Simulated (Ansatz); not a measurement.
Here is an Ansatz input file for TiRh₃, space group Pm-3m. Write the same calculation for the Python package.

```yaml
crystal:
  lattice:
    - [3.822, 0.0, 0.0]
    - [0.0, 3.822, 0.0]
    - [0.0, 0.0, 3.822]
  atoms:
    - { symbol: Ti, position: [0.0, 0.0, 0.0] }
    - { symbol: Rh, position: [0.0, 0.5, 0.5] }
    - { symbol: Rh, position: [0.5, 0.0, 0.5] }
    - { symbol: Rh, position: [0.5, 0.5, 0.0] }
kpoints:
  mp_grid: { kspacing: 0.3 }
hamiltonian:
  xc: lda
scf:
  occupations: { method: cold, width: 0.05 }
output:
  stress: true
  eigenvalues: true
```

Launched from the shell:
```console
$ ansatz run input.yaml --threads 1 --pin off --max-ram 3072MiB --backend cpu --events-out ev --progress --plain --runs-dir out
Engine: ansatz 0.2.0, aarch64-unknown-linux-gnu
Pseudopotentials: kind: paw
Pseudopotential: Ti, paw, valence charge 12, recommended cutoff 420 eV (normal), Ti.paw.azcp
Pseudopotential: Rh, paw, valence charge 17, recommended cutoff 420 eV (normal), Rh.paw.azcp
Functional definition: SPW92
  exchange = slater_x
  correlation = pw_c
Crystal: 4 atoms, lattice volume = 55.831 Å³
Basis set: ecut = 420 eV, 1045 PW (Γ)
Bands: 38, of which v1, the nominal top of the filled ones, is band 32 counted from 1 (31 counted from 0)
Symmetry: 48 space group operations
Space group: Pm-3m (ITA 221), of the structure as read, at distance tolerance 3.8e-5 Å
k-points: 20 of 216
Non-local potential: Ti, projectors of the file, l = 0: 3, l = 1: 2, l = 2: 3, l = 3: 1
Non-local potential: Rh, projectors of the file, l = 0: 3, l = 1: 2, l = 2: 2, l = 3: 1
PAW form: soft (Blöchl's): semilocal exchange-correlation on the pseudo side does not see the compensation charge
PAW frozen core: Ti, regenerated for the run's functional, and the local potential with it (the file was generated under x = pbe(κ = 0.804, μ = 0.2195149727645171), c = pbe(β = 0.06672455060314922))
PAW frozen core: Rh, regenerated for the run's functional, and the local potential with it (the file was generated under x = pbe(κ = 0.804, μ = 0.2195149727645171), c = pbe(β = 0.06672455060314922))
PAW one-centre angular grid: Ti, 590 points (default); XC on 64 Gauss nodes
PAW one-centre angular grid: Rh, 590 points (default); XC on 64 Gauss nodes
Initial density: superposition of atomic densities (neutral atoms: chi_scale 0, normalization atom), corrected by the library's trained network
Initial wavefunctions: pseudopotential atomic-orbital guess
Functional: x = slater, c = lda
SCF iter   1: F=—  HF=-21288.825733 eV  |F-HF|=—  |Δ(HF+E_count)|=         —  Δρ=1.93e-2  dr2=3.18e-1  ethr=1.77e-3  ⟨swp⟩=5.2  Hψ=2407  notcnv=0
preconditioner: auto → Resta (q_TF=auto, 2.784 Å⁻¹)  ε∞=37.1  [insulator: Δε(μ)=0.045 eV  Ē_g=4.602 eV  σ=0.050 eV  W_gap=0.62  n_scr=18 (ndim 8)  ℏωp=27.7 eV  f_vac=0.000  D(μ)=3.06/eV (n_scr^D=26)  ε∞_Penn≈37.1]
SCF iter   2: F=—  HF=-21288.799813 eV  |F-HF|=—  |Δ(HF+E_count)|=   2.59e-2  S|Δr|=    0.00e0  Δρ=9.75e-3  dr2=8.82e-2  ethr=5.05e-4  ⟨swp⟩=2.0  Hψ=993  notcnv=0  defer=17
SCF iter   3: F=—  HF=-21288.790864 eV  |F-HF|=—  |Δ(HF+E_count)|=   8.95e-3  S|Δr|=    0.00e0  Δρ=1.57e-3  dr2=8.32e-4  ethr=1.40e-4  ⟨swp⟩=2.0  Hψ=935  notcnv=0  defer=33
SCF iter   4: F=—  HF=-21288.790688 eV  |F-HF|=—  |Δ(HF+E_count)|=   1.75e-4  S|Δr|=    0.00e0  Δρ=7.27e-4  dr2=5.27e-4  ethr=1.32e-6  ⟨swp⟩=2.4  Hψ=1152  notcnv=0  defer=33
SCF iter   5: F=—  HF=-21288.790650 eV  |F-HF|=—  |Δ(HF+E_count)|=   3.81e-5  S|Δr|=    0.00e0  Δρ=1.11e-4  dr2=3.46e-6  ethr=8.36e-7  ⟨swp⟩=1.9  Hψ=789  notcnv=0  defer=33
SCF iter   6: F=—  HF=-21288.790650 eV  |F-HF|=—  |Δ(HF+E_count)|=   3.75e-7  S|Δr|=    0.00e0  Δρ=2.59e-5  dr2=4.09e-7  ethr=5.49e-9  ⟨swp⟩=2.1  Hψ=1062  notcnv=0  defer=33
SCF iter   7: F=-21288.790650 eV  HF=-21288.790650 eV  |F-HF|=1.52e-8  |Δ(HF+E_count)|=   5.12e-8  S|Δr|=    0.00e0  Δρ=5.55e-6  dr2=1.96e-8  ethr=1.59e-10  ⟨swp⟩=7.5  Hψ=2691  notcnv=0
SCF 1 converged in 7 iterations: F = -21288.790650 eV  dr2 = 1.96e-8
  greatest PAW one-centre occupation: 1.000 electrons in one spin orbital (limit 2), on the Rh atom at site 1 (counted from 0), in its partial waves of l = 0
SCF converged after 7 iterations
Stability not checked: this state was not tested for a lower state beside it, because cold or Methfessel-Paxton smearing, or corrected tetrahedra, fill the levels in a way that the test cannot read (fill_not_monotonic; see scf.lower_state_search)
Free energy (F): -21288.790650 eV
Harris-Foulkes:  -21288.790650 eV  (|F-HF|=1.52e-8)
Internal energy: -21288.790141 eV  (E = F + TS)
E sigma→0 (E₀):  -21288.790481 eV
Entropy (-TS):   -0.000509 eV (-0.127 meV/atom)
Fermi energy:    20.198019 eV
--- Per-component energies (eV) ---
  E_band       = -424.107116
  E_kinetic    = 1995.193561
  E_local      = -5595.365740  (includes V_loc(G=0)·N_el)
  E_nonlocal   = 1090.575233
  E_hartree    = 2018.677773
  E_xc         = -760.747569
  E_vxc        = -959.051571  (∫ρ·V_xc dr)
  E_paw        = -11389.724063  (= ΣΔE_a)
  E_vpaw       = -992.810589  (= ΣTr[D̂ρ^β])
  E_aug_tail   = 0.002367  (compensation charges beyond the density's cutoff)
  E_ewald      = -8649.595100
  E_core_change = 2.193397  (= ΣΔE_core)
  E_smearing   = -0.000509  (= −TS)
  E_closure    = 0.000000  (closes the sum)
  Σ components = -21288.790650   (vs F -21288.790650, Δ=0.00e0)
--- Stress (GPa, compression-positive) ---
      -10.308838      -0.000000       0.000000
        0.000000     -10.308838       0.000000
       -0.000000       0.000000     -10.308838
  P = ⅓ Tr σ = -10.3088 GPa (-103.088 kbar)
--- Band table (eV; the first three rows and the last of 20) ---
  k-point 0: bands = ["-58.0767", "-57.9694", "-57.9694", "-36.1296", "-26.2245", "-26.2245", "-26.2245", "-25.9256", "-25.9256", "-25.9256", "-25.7488", "-25.7488", "-25.7488", "-12.6766", "-12.6766", "-12.6766", "12.8214", "14.4329", "14.8322", "14.8322", "15.0852", "15.0852", "15.0852", "18.1181", "18.1181", "18.1181", "19.9845", "19.9845", "21.0325", "21.4912", "21.4912", "21.4912", "22.8586", "22.8586", "23.5254", "23.5254", "23.5254", "23.8047"]
  k-point 1: bands = ["-58.0703", "-57.9757", "-57.9694", "-36.1300", "-26.2064", "-26.2064", "-26.1940", "-25.9315", "-25.9315", "-25.9275", "-25.7819", "-25.7616", "-25.7616", "-12.6869", "-12.6790", "-12.6790", "13.1844", "14.6644", "15.0002", "15.1143", "15.2232", "15.3168", "15.3168", "17.9002", "18.2414", "18.2414", "19.7025", "20.0315", "20.4653", "20.4653", "20.7403", "21.4920", "22.1784", "22.5924", "22.5924", "22.6789", "22.9757", "23.5149"]
  k-point 2: bands = ["-58.0539", "-57.9920", "-57.9692", "-36.1306", "-26.1628", "-26.1628", "-26.1099", "-25.9505", "-25.9505", "-25.9312", "-25.8709", "-25.7868", "-25.7868", "-12.7076", "-12.6837", "-12.6837", "14.1426", "15.2218", "15.3680", "15.5867", "15.8307", "15.9895", "15.9895", "17.3815", "18.2979", "18.2979", "19.0289", "19.1292", "19.1292", "19.8404", "20.1256", "20.2462", "21.4937", "21.7187", "21.7187", "22.2443", "22.3488", "23.4964"]
  k-point 19: bands = ["-58.0046", "-58.0046", "-58.0046", "-36.1271", "-26.3779", "-26.1813", "-26.1813", "-26.1813", "-25.7694", "-25.7694", "-25.7629", "-25.7629", "-25.7629", "-12.6897", "-12.6897", "-12.6897", "14.8311", "14.8727", "14.8727", "14.8727", "17.3526", "17.3526", "17.3526", "18.1111", "18.1111", "18.1111", "18.6408", "18.6408", "21.0708", "21.0708", "21.0708", "21.1941", "21.3163", "21.3163", "21.3163", "22.7261", "22.7261", "22.7261"]
```

The script, `tirh3.py`:
```python
# -*- coding: utf-8 -*-
import warnings

import ansatz as az
import numpy as np

warnings.simplefilter('ignore', az.DeckWarning)

inputs = {
    'crystal': {
        'lattice': [[3.822, 0.0, 0.0], [0.0, 3.822, 0.0], [0.0, 0.0, 3.822]],
        'atoms': [
            {'symbol': 'Ti', 'position': [0.0, 0.0, 0.0]},
            {'symbol': 'Rh', 'position': [0.0, 0.5, 0.5]},
            {'symbol': 'Rh', 'position': [0.5, 0.0, 0.5]},
            {'symbol': 'Rh', 'position': [0.5, 0.5, 0.0]},
        ],
    },
    'kpoints': {'mp_grid': {'kspacing': 0.3}},
    'hamiltonian': {'xc': 'lda'},
    'scf': {'occupations': {'method': 'cold', 'width': 0.05}},
    'output': {'stress': True, 'eigenvalues': True},
}

result = az.Session.from_dict(inputs).plan(threads=1).execute()
report = result.report

energy = report['free_energy_ev']
print('TiRh3: {:.6f} eV = {:.6f} Ry = {:.6f} Ha'.format(energy, energy / 13.605693, energy / 27.211386))
print('Fermi level {:.4f} eV, {} k-points, {} symmetry operations'.format(report['fermi_energy_ev'], report['n_kpoints'], report['n_symmetry_ops']))

sigma = report['stress_gpa']
voigt = [sigma[0][0], sigma[1][1], sigma[2][2], sigma[1][2], sigma[0][2], sigma[0][1]]
print('stress xx yy zz yz xz xy (GPa, compression positive):', ' '.join(f'{s:.3f}' for s in voigt))
print('P =', round(10 * float(np.mean(voigt[:3])), 2), 'kbar')

used = report['setup']
print('cutoffs (eV):', used['ecut_ev'], used['ecutrho_ev'], ' FFT grid:', used['fft_dense'])
print('cell volume {:.3f} A^3, {} symmetry operations'.format(used['cell_volume_ang3'], used['n_sym_ops']))
```

```console
$ python tirh3.py
TiRh3: -21288.790650 eV = -1564.697267 Ry = -782.348633 Ha
Fermi level 20.1980 eV, 20 k-points, 48 symmetry operations
stress xx yy zz yz xz xy (GPa, compression positive): -10.309 -10.309 -10.309 0.000 0.000 -0.000
P = -103.09 kbar
cutoffs (eV): 420.0 1680.0  FFT grid: [27, 27, 27]
cell volume 55.831 A^3, 48 symmetry operations
```

Caveats:
- Absolute energies stand on the zero of these potentials, so only differences at equal settings mean something. A total without «per atom» is that of the cell as typed.
- No spin polarisation was allowed.
- The mesh is modest for a metal, so energies can be off by several to tens of meV an atom and pressures by half a GPa or more; differences at equal mesh fare better.
- An absolute Fermi energy rests on an arbitrary zero of the periodic potential and has no direct meaning.
- At these settings the cell as given stands under about -10 GPa, so it isn't at this functional's equilibrium volume.
- The structure is a deposited one; some such entries were measured under pressure or heat, so a shift against it needn't be the functional's error alone.
- Hardware and time: 2.6 s on 1 thread of Arm Neoverse V1, on a shared host, peak memory 0.4 GiB.

(A comment or docstring line of the script was reworded after the run, the code is as it ran; lines on the test bed's own set-up are left out of the output.)
